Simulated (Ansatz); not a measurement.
# LiTlTe2: the cost of one run

Computed with Ansatz 0.2.0 (reference: DFT, PBEsol, plane waves, PAW, unless a step's input says otherwise).

**1. The starting structure**

The structure is tetragonal, space group P-4m2 (No. 115). The conventional cell has a = 4.598 Å, b = 4.598 Å, c = 6.473 Å, α = 90.00°, β = 90.00°, γ = 90.00°. Li (site symmetry -4m2) has 4 Te at 2.74 Å as nearest neighbours. Te (site symmetry 2mm) is surrounded by 2 Li at 2.74 Å and 2 Tl at 2.88 Å. Around Tl (site symmetry -4m2) lie 4 Te at 2.88 Å.

Coordinates:

```cif
data_structure
_symmetry_space_group_name_H-M 'P-4m2'
_symmetry_Int_Tables_number 115
_cell_length_a 4.5980
_cell_length_b 4.5980
_cell_length_c 6.4735
_cell_angle_alpha 90.000
_cell_angle_beta 90.000
_cell_angle_gamma 90.000
_cell_volume 136.86
loop_
_atom_site_label
_atom_site_type_symbol
_atom_site_symmetry_multiplicity
_atom_site_Wyckoff_symbol
_atom_site_fract_x
_atom_site_fract_y
_atom_site_fract_z
_atom_site_occupancy
Li1 Li 1 a 0.00000 0.00000 0.00000 1
Te1 Te 2 g 0.00000 0.50000 0.23092 1
Tl1 Tl 1 c 0.50000 0.50000 0.50000 1
```

**2. Baseline**

Input file input.yaml:

```yaml
crystal:
  lattice:
    - [4.5980007822, 0.0, 0.0]
    - [0.0, 4.5980007822, 0.0]
    - [0.0, 0.0, 6.4734597936]
  atoms:
    - { symbol: Li, position: [0.0, 0.0, 0.0] }
    - { symbol: Te, position: [0.0, 0.5, 0.2309160927] }
    - { symbol: Tl, position: [0.5, 0.5, 0.5] }
    - { symbol: Te, position: [0.5, 0.0, 0.7690839073] }
kpoints:
  mp_grid: { grid: [4, 4, 4] }
hamiltonian:
  xc: pbesol
scf:
  occupations: { method: fixed }
  n_extra_bands: 5
output:
  forces: true
  stress: true
  eigenvalues: true
```

Run with:

```sh
$ ansatz run input.yaml --threads 4 --pin off --max-ram 3686MiB --backend cpu --events-out ev --progress --plain --runs-dir out
```

**Question.** How long does this run take on 4 threads of Arm Neoverse N1, shared host, and how much memory does it need?

About 3.2 s, with a peak of 0.41 GiB.
